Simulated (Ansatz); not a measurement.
# C₂H₇ClO₂Zr: a ladder of functionals and wavefunction methods

An exercise on one series of results from a longer session: the logs are not shown, and one member is left open.

Program: Ansatz 0.2.0, Gaussian basis. Level of theory: functionals in def2-TZVPP, the program's frozen cores in correlated methods. These are calculated values, not measurements.

The runs, in order: PBE-D4, r2SCAN-D4, PBE0-D4, B3LYP-D4, ωB97X-V, ωB97M-V, B2PLYP; CCSD(T)/def2-TZVPP; MP2/def2-QZVPP; extrapolation to the limit.

## Structure used throughout

An earlier PBE0-D4 in a triple-zeta def2 set relaxation fixed the geometry. Zr takes the def2 core potential; no spin-orbit term is included.

13 atoms, charge 0, spin multiplicity 1.

Atoms are counted from 1 here; the program's logs count them from 0.

Bond lengths: C1–O2 1.392 Å, C1–H7 1.094 Å, C1–H8 1.095 Å, C1–H9 1.094 Å, O2–Zr3 1.897 Å, Zr3–C4 2.217 Å, Zr3–O5 1.912 Å, Zr3–Cl6 2.378 Å, C4–H10 1.096 Å, C4–H11 1.096 Å, C4–H12 1.095 Å, O5–H13 0.953 Å. Angles: O2–C1–H7 110.1°, O2–C1–H8 110.6°, O2–C1–H9 110.3°, H7–C1–H8 108.6°, H7–C1–H9 108.5°, H8–C1–H9 108.7°, C1–O2–Zr3 173.7°, O2–Zr3–C4 104.5°, O2–Zr3–O5 113.2°, O2–Zr3–Cl6 111.6°, C4–Zr3–O5 105.7°, C4–Zr3–Cl6 107.7°, O5–Zr3–Cl6 113.5°, Zr3–C4–H10 110.6°, Zr3–C4–H11 110.7°, Zr3–C4–H12 111.8°, H10–C4–H11 107.9°, H10–C4–H12 107.8° and more.

The first run:

in.yaml

```yaml
crystal:
  periodic: [false, false, false]
  atoms:
    - {symbol: C, position_ang: [1.152402, -0.490735, -2.170231]}
    - {symbol: O, position_ang: [0.317763, -0.302713, -1.072717]}
    - {symbol: Zr, position_ang: [-0.942734, 0.066101, 0.295835]}
    - {symbol: C, position_ang: [0.206020, -0.149943, 2.179621]}
    - {symbol: O, position_ang: [-1.567743, 1.873272, 0.275879]}
    - {symbol: Cl, position_ang: [-2.694465, -1.542040, 0.330774]}
    - {symbol: H, position_ang: [2.165339, -0.733176, -1.834757]}
    - {symbol: H, position_ang: [1.195614, 0.416245, -2.781643]}
    - {symbol: H, position_ang: [0.784858, -1.313883, -2.790670]}
    - {symbol: H, position_ang: [-0.436408, 0.040907, 3.047022]}
    - {symbol: H, position_ang: [0.607335, -1.165429, 2.273970]}
    - {symbol: H, position_ang: [1.047511, 0.549859, 2.225643]}
    - {symbol: H, position_ang: [-1.835471, 2.751545, 0.021254]}
basis:
  gaussian: {orbitals: def2-TZVPP}
hamiltonian: {xc: pbe, dispersion: d4}
output: {forces: true, orbitals: {seedname: orbitals}}
```

Started as:

```console
> ansatz run in.yaml --threads 2 --pin off --events-out ev --progress --plain --max-ram 22528MiB --backend cuda --devices 0, --max-vram 18GiB
```

Steps of the session up to this table: PBE-D4 (GGA); r2SCAN-D4 (meta-GGA); PBE0-D4 (hybrid); B3LYP-D4 (hybrid); ωB97X-V (range-separated); ωB97M-V (range-separated); B2PLYP (double hybrid).

One of the session's tables, all rows but one given; the rest of the session is left out.

It belongs to the step «Frontier levels by functional». 

```
functional  HOMO (eV)  gap (eV)
    PBE-D4      -6.18      4.58
 r2SCAN-D4      -6.46      5.08
   PBE0-D4      -7.52      6.81
  B3LYP-D4      -7.28      6.34
   ωB97X-V      -9.95     11.21
   ωB97M-V          ?         ?
```

**Question.** Estimate the row for ωB97M-V.

The run gave: HOMO (eV): -9.81; gap (eV): 10.52. In the column «HOMO (eV)» it lies between ωB97X-V (-9.95) and PBE0-D4 (-7.52).
